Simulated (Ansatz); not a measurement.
# Al4Te: the cost of one run

Program: Ansatz 0.2.0. Level of theory: DFT PBE, scalar-relativistic, plane waves, PAW. These are calculated values, not measurements.

## Step 1: The structure to begin with

It takes space group P4/mmm (No. 123, tetragonal). The conventional cell has a = 3.310 Å, b = 3.310 Å, c = 7.021 Å, α = 90.00°, β = 90.00°, γ = 90.00°. Al (site symmetry 4mm) has 1 Te at 2.34 Å and 5 Al at 2.34 Å as nearest neighbours. Al (site symmetry 4mm) is surrounded by 5 Al at 2.34 Å. Around Te (site symmetry 4/mmm) lie 2 Al at 2.34 Å.

Structure file:

```
CELL_PARAMETERS angstrom
3.30963 0.00000 0.00000
0.00000 3.30963 0.00000
0.00000 0.00000 7.02079
ATOMIC_POSITIONS crystal
Al 0.00000 0.00000 0.33333
Al 0.00000 0.00000 0.66667
Al 0.50000 0.50000 0.33333
Al 0.50000 0.50000 0.66667
Te 0.00000 0.00000 0.00000
```

A structure generator made this guess: ordered superstructure of sc with vacancies (P4/mmm, No. 123). The dimensions are guesses.

## Step 2: A first look at the guess

Contents of input.yaml:

```yaml
crystal:
  lattice:
    - [3.30963398, 0.0, 0.0]
    - [0.0, 3.30963398, 0.0]
    - [0.0, 0.0, 7.02079388]
  atoms:
    - { symbol: Al, position: [0.0, 0.0, 0.33333333] }
    - { symbol: Al, position: [0.0, 0.0, 0.66666667] }
    - { symbol: Al, position: [0.5, 0.5, 0.33333333] }
    - { symbol: Al, position: [0.5, 0.5, 0.66666667] }
    - { symbol: Te, position: [0.0, 0.0, 0.0] }
basis:
  ecutwfc: 420
kpoints:
  mp_grid: { grid: [6, 6, 4] }
hamiltonian:
  xc: pbe
scf:
  occupations: { method: gaussian, width: 0.1 }
  lower_state_search: "off"
output:
  forces: true
  stress: true
  eigenvalues: true
```

Launch:

```console
$ ansatz run input.yaml --threads 1 --pin off --max-ram 2048MiB --backend cpu --events-out ev --progress --plain --runs-dir out
```

Q: Estimate wall time and peak memory on 1 thread of Arm Neoverse V2, shared host.

About 2.4 s, with a peak of 0.4 GiB.
